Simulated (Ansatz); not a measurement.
# GaAsH₄ (singlet): from Hartree-Fock to the top rungs, cc-pVTZ

The task here is to estimate one member of a computed series from the others.

Computed with Ansatz 0.2.0, Gaussian basis. Level: cc-pVTZ, core rule «outside noble gas», up to 28 orbitals frozen.

Plan: UHF; CCSD(T) on RHF; BCCD(T) on RHF; CCSDT(Q) on RHF.

3 further runs of the same task are left out: 3 set aside as unsound or not needed. Runs told in other sessions of the task aren't counted.

### The geometry

The geometry is a PBE0/def2-TZVP stationary point (not a proven minimum). No spin-orbit coupling is included. The filled d shell of Ga, As may be among the frozen orbitals whatever the setting's name suggests.

6 atoms, charge 0, spin multiplicity 1.

Atoms are counted from 1 here; the program's logs count them from 0.

Bond lengths: Ga1–As2 2.414 Å, Ga1–H3 1.570 Å, Ga1–H4 1.570 Å, As2–H5 1.521 Å, As2–H6 1.521 Å. Angles: As2–Ga1–H3 119.4°, As2–Ga1–H4 119.4°, H3–Ga1–H4 121.0°, Ga1–As2–H5 92.9°, Ga1–As2–H6 92.9°, H5–As2–H6 93.8°.

Set-up of the first run:

Input file in.yaml:

```yaml
crystal:
  periodic: [false, false, false]
  atoms:
    - {symbol: Ga, position_ang: [0.021451, 0.000000, 1.239730]}
    - {symbol: As, position_ang: [-0.046120, 0.000000, -1.173382]}
    - {symbol: H, position_ang: [-0.015430, 1.366773, 2.011769]}
    - {symbol: H, position_ang: [-0.015431, -1.366773, 2.011769]}
    - {symbol: H, position_ang: [0.987590, 1.109951, -1.280580]}
    - {symbol: H, position_ang: [0.987590, -1.109952, -1.280580]}
basis:
  gaussian: {orbitals: cc-pVTZ}
magnetization: {spin_polarized: true, initial_magnetization: 0}
hamiltonian: {xc: hf}
output: {orbitals: {seedname: orbitals}}
```

Launch:

```sh
ansatz run in.yaml --threads 1 --pin off --events-out ev --progress --plain --max-ram 4096MiB --backend cpu
```

Among the steps run: UHF; CCSD(T) on RHF; BCCD(T) on RHF; CCSDT(Q) on RHF.

One of the session's tables, all rows but one given; the rest of the session is left out.

```
   method  from RCCSDT(Q) (meV)
      RHF               +7482.9
     RMP2               +1317.7
    RCCSD                +285.9
 RCCSD(T)                 +41.3
  BCCD(T)                     ?
   RCCSDT                 +11.5
RCCSDT(Q)                     0
```

Q: Estimate the row for BCCD(T) from the others.

As computed: from RCCSDT(Q) (meV): +40.0. In the column «from RCCSDT(Q) (meV)» it lies between RCCSDT (+11.5) and RCCSD(T) (+41.3).

With the free atoms at the same levels and basis (separate runs), the atomisation energy is 13.341 eV at RCCSDT(Q), 13.326 eV at RCCSD(T), 9.585 eV at RHF.
